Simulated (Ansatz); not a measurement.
# Alloy of SnO2 and TiO2 (3 of 24 Sn sites exchanged), 72 atoms

Wanted: the relaxed alloy cell and its gap (PBEsol and HSE06).

Method: density functional theory in Ansatz 0.2.0, PAW datasets, plane waves.

### Step 1. The system as built

72 atoms (21 Sn, 3 Ti, 48 O); a = 9.495 Å, b = 9.495 Å, c = 9.538 Å, α = 90.00°, β = 90.00°, γ = 90.00°. All atoms were shaken off their sites by about 0.02 Å along each axis.

Steps to follow: (2) PBEsol cell relaxation at the single k point (¼, ¼, ¼), on 1 × NVIDIA GB300 Max-Q with 8 threads of Arm Neoverse-V2; (3) HSE06 single point at the single k point (¼, ¼, ¼), on 1 × NVIDIA GB300 Max-Q with 8 threads of Arm Neoverse-V2.

### Step 2. PBEsol relaxation of the cell and the positions

The input, in.yaml:

```yaml
crystal:
  lattice:
    - [9.495460, 0.000000, 0.000000]
    - [0.000000, 9.495460, 0.000000]
    - [0.000000, 0.000000, 9.537940]
  atoms:
    - { symbol: Sn, position: [0.999676, 0.999423, 0.998395] }
    - { symbol: Sn, position: [0.999817, 0.001267, 0.339389] }
    - { symbol: Sn, position: [0.998602, 0.996897, 0.667350] }
    - { symbol: Sn, position: [0.999932, 0.500147, 0.334759] }
    - { symbol: Sn, position: [0.999506, 0.500724, 0.668800] }
    - { symbol: Sn, position: [0.505747, 0.998482, 0.000323] }
    - { symbol: Sn, position: [0.502064, 0.000243, 0.338998] }
    - { symbol: Sn, position: [0.500797, 0.998011, 0.665273] }
    - { symbol: Sn, position: [0.497056, 0.502802, 0.997676] }
    - { symbol: Sn, position: [0.497555, 0.499623, 0.667749] }
    - { symbol: Sn, position: [0.252602, 0.248248, 0.168663] }
    - { symbol: Sn, position: [0.248783, 0.248817, 0.496679] }
    - { symbol: Sn, position: [0.245828, 0.250787, 0.828521] }
    - { symbol: Sn, position: [0.246285, 0.749430, 0.498338] }
    - { symbol: Sn, position: [0.250569, 0.751369, 0.833658] }
    - { symbol: Sn, position: [0.747744, 0.252882, 0.169552] }
    - { symbol: Sn, position: [0.750148, 0.249263, 0.499068] }
    - { symbol: Sn, position: [0.747568, 0.252804, 0.830615] }
    - { symbol: Sn, position: [0.751048, 0.751437, 0.166666] }
    - { symbol: Sn, position: [0.750687, 0.753105, 0.501215] }
    - { symbol: Sn, position: [0.749508, 0.752593, 0.833989] }
    - { symbol: Ti, position: [0.001674, 0.498775, 0.001223] }
    - { symbol: Ti, position: [0.497211, 0.498616, 0.329976] }
    - { symbol: Ti, position: [0.252656, 0.747469, 0.167732] }
    - { symbol: O, position: [0.157247, 0.152375, 0.998912] }
    - { symbol: O, position: [0.154647, 0.156001, 0.328700] }
    - { symbol: O, position: [0.154226, 0.153523, 0.667910] }
    - { symbol: O, position: [0.153561, 0.648460, 0.000146] }
    - { symbol: O, position: [0.149790, 0.653979, 0.326664] }
    - { symbol: O, position: [0.150240, 0.654969, 0.670865] }
    - { symbol: O, position: [0.655847, 0.153866, 0.997351] }
    - { symbol: O, position: [0.652318, 0.152531, 0.335333] }
    - { symbol: O, position: [0.652212, 0.150201, 0.667230] }
    - { symbol: O, position: [0.654793, 0.657488, 0.000728] }
    - { symbol: O, position: [0.654808, 0.652025, 0.331258] }
    - { symbol: O, position: [0.655204, 0.650822, 0.664282] }
    - { symbol: O, position: [0.346823, 0.346599, 0.001430] }
    - { symbol: O, position: [0.351823, 0.346318, 0.332925] }
    - { symbol: O, position: [0.348615, 0.349481, 0.668524] }
    - { symbol: O, position: [0.348843, 0.846042, 0.002508] }
    - { symbol: O, position: [0.346893, 0.847727, 0.330347] }
    - { symbol: O, position: [0.347327, 0.847113, 0.665558] }
    - { symbol: O, position: [0.848076, 0.343964, 0.998319] }
    - { symbol: O, position: [0.846607, 0.346471, 0.329520] }
    - { symbol: O, position: [0.848083, 0.344352, 0.666654] }
    - { symbol: O, position: [0.850113, 0.842352, 0.999880] }
    - { symbol: O, position: [0.848750, 0.847701, 0.330424] }
    - { symbol: O, position: [0.846324, 0.852062, 0.664287] }
    - { symbol: O, position: [0.097091, 0.403266, 0.167124] }
    - { symbol: O, position: [0.095579, 0.402679, 0.497660] }
    - { symbol: O, position: [0.102729, 0.402555, 0.832821] }
    - { symbol: O, position: [0.096671, 0.905638, 0.164154] }
    - { symbol: O, position: [0.095244, 0.904403, 0.501209] }
    - { symbol: O, position: [0.096497, 0.901543, 0.831741] }
    - { symbol: O, position: [0.595880, 0.404629, 0.166536] }
    - { symbol: O, position: [0.599696, 0.407310, 0.498875] }
    - { symbol: O, position: [0.596815, 0.403250, 0.835796] }
    - { symbol: O, position: [0.600503, 0.904798, 0.164288] }
    - { symbol: O, position: [0.597167, 0.901480, 0.497917] }
    - { symbol: O, position: [0.596092, 0.904703, 0.833857] }
    - { symbol: O, position: [0.400929, 0.094930, 0.166763] }
    - { symbol: O, position: [0.404806, 0.095509, 0.500882] }
    - { symbol: O, position: [0.400730, 0.095489, 0.831733] }
    - { symbol: O, position: [0.406495, 0.595960, 0.164823] }
    - { symbol: O, position: [0.401121, 0.597404, 0.498880] }
    - { symbol: O, position: [0.402154, 0.596974, 0.831599] }
    - { symbol: O, position: [0.905472, 0.099277, 0.162999] }
    - { symbol: O, position: [0.905203, 0.093874, 0.504550] }
    - { symbol: O, position: [0.902497, 0.095300, 0.837664] }
    - { symbol: O, position: [0.902648, 0.595817, 0.167461] }
    - { symbol: O, position: [0.905278, 0.594926, 0.500187] }
    - { symbol: O, position: [0.899707, 0.596940, 0.836148] }
  symmetry: { detect: false }
kpoints:
  mp_grid: { grid: [1, 1, 1], shift: [0.25, 0.25, 0.25] }
hamiltonian:
  xc: pbesol
scf:
  occupations: { method: fermi_dirac, width: 0.01 }
relax:
  f_tol: 0.03
  max_steps: 80
  escape_saddle: false
  adjacent_minimum: "off"
  cell: { fix: [alpha, beta, gamma] }
output:
  forces: true
  eigenvalues: true
  populations: true
```

On the command line:

```console
> ansatz run in.yaml --threads 8 --pin off --max-ram 118750MiB --runs-dir r --events-out ev --progress --plain --backend cuda --devices 0,
```

The runs that follow: HSE06 single point.

**Question.** What will these runs give? Wanted: for each run, top filled to lowest empty.

**Answer**, as computed:

| level | time | top filled to lowest empty (eV) |
| --- | --- | --- |
| PBEsol, relaxation | 9.6 s (GPU) | 2.46 |
| HSE06 | 29 s (GPU) | 4.26 |

```
     quantity                                                                      value
   relaxation                                           6 recorded steps, 1.98 eV gained
largest shift                                                               0.12 Å (O51)
 relaxed cell  a = 9.490 Å, b = 9.495 Å, c = 9.548 Å, α = 90.00°, β = 90.00°, γ = 90.00°
   mean bonds                                                   O–Sn 2.067, O–Ti 1.981 Å
```

**Reading.** The relaxation lowers the energy by 1.98 eV; the largest shift is 0.12 Å (O51), while the volume changes by +0.0 %. The mean lengths of the listed bonds run from O–Ti 1.98 Å to O–Sn 2.07 Å. At the same k points, PBEsol gives a spacing 1.80 eV smaller than the 4.26 eV of HSE06. With one k point the spacing samples only the states that fold onto it, so it can exceed the gap over the zone.
